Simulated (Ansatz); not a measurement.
GdO, 2 atoms in the cell. The structure is cubic, space group F-43m (No. 216). The conventional cell has a = 5.400 Å, b = 5.400 Å, c = 5.400 Å, α = 90.00°, β = 90.00°, γ = 90.00°. Gd (site symmetry -43m) has 4 O at 2.34 Å as nearest neighbours. O (site symmetry -43m) has 4 Gd at 2.34 Å as nearest neighbours. 

* Program: Ansatz 0.2.0
* Task: projected density of states
* Functional: PBEsol
* Potentials or basis: Ansatz PAW
* Cutoff: 420 eV (not typed: the program's choice for these potentials)
* k mesh: 9 × 9 × 9
* Occupations: fermi-dirac, width 0.05 eV
* Spin: collinear spin, ferromagnetic start
* Starting moments: [7.0, 0.0] μB
* Hubbard terms: Gd f U = 5 eV
* Hubbard projectors: ortho-atomic (the default)
* Double counting: fll (the default)

Potentials or basis: Ansatz PAW.

Command:

```bash
$ ansatz run input.yaml --threads 2 --pin off --max-ram 5632MiB --backend cpu --events-out ev --progress --plain --runs-dir out
```

Hardware: 2 threads of AMD EPYC 7R43 64-Core Processor (Zen 3), with other jobs on the host.

Q: How long does it take, and how much memory?

A: Run time: 8.7 s on 2 threads of AMD EPYC 7R43 64-Core Processor (Zen 3) (shared host), peak memory 0.46 GiB. Counts: scf iterations 12, plane waves 749, k points 35, bands 18.
